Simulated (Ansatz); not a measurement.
C₃H₅FSn, SMILES C#C[CH](F)[SnH3], vertical spin-state energies

With the Python package of Ansatz (0.2.0).

The cells in order, each with its output:

**Cell 1**
```python
import ansatz as az
from ase import Atoms

atoms = Atoms(["C", "C", "C", "F", "Sn", "H", "H", "H", "H", "H"], positions=[
    (-1.3162, 1.5682, -1.257),
    (-0.774, 0.5951, -1.0059),
    (-0.0813, -0.6325, -0.699),
    (-0.8572, -1.6861, -0.6799),
    (0.8651, -0.4548, 1.2284),
    (-1.8865, 2.5202, -1.5014),
    (0.7636, -0.8097, -1.4443),
    (1.7641, -1.9056, 1.6196),
    (-0.3756, -0.1484, 2.4884),
    (1.9812, 0.9023, 1.2539),
])
molecule = az.Crystal.molecule_from_ase(atoms)
```

**Cell 2**
```python
model = molecule.calculation().basis(gaussian="def2-SVP").functional("b3lyp", dispersion="d3bj")
found = {}
for unpaired in [0, 2, 4]:
    summary = model.spin("collinear", total=unpaired).run(threads=1).report
    s = unpaired / 2
    found[unpaired] = summary["free_energy_ev"]
    print(f"2S+1 = {unpaired + 1}: E = {found[unpaired]:.5f} eV, <S^2> = {abs(summary['mean_field']['state']['spin_squared']):.3f} (pure state {s * (s + 1):.2f})")
lowest = min(found, key=found.get)
for unpaired, e in found.items():
    print(f"multiplicity {unpaired + 1}: {(e - found[lowest]):.3f} eV above the lowest")
```
Output:
```text
2S+1 = 1: E = -11734.69948 eV, <S^2> = 0.000 (pure state 0.00)
2S+1 = 3: E = -11729.30400 eV, <S^2> = 2.009 (pure state 2.00)
2S+1 = 5: E = -11722.94372 eV, <S^2> = 6.013 (pure state 6.00)
multiplicity 1: 0.000 eV above the lowest
multiplicity 3: 5.395 eV above the lowest
multiplicity 5: 11.756 eV above the lowest
```

In order: multiplicity 1 (+0.00 eV), multiplicity 3 (+5.40 eV) and multiplicity 5 (+11.76 eV), all at the one geometry.

What to keep in mind:
- Total energies depend on the basis set; only differences at equal settings carry meaning.
- The geometry is a force-field or estimated start, not a minimum of this method, and the basis set is short of its limit. All parts are taken at fixed geometry, without zero-point energy.
- def2 sets replace the cores of elements past krypton by effective core potentials.
- b3lyp holds the VWN-RPA fit, as in Gaussian; the form of ORCA and Turbomole is b3lyp5.
- Spin-orbit coupling, which mixes and shifts the spin states of heavy atoms, is left out.
- It ran for 47 s on 1 thread of Arm Neoverse V2, on a shared host, peak memory 0.4 GiB.

(Lines on the test bed's own set-up are left out of the output.)
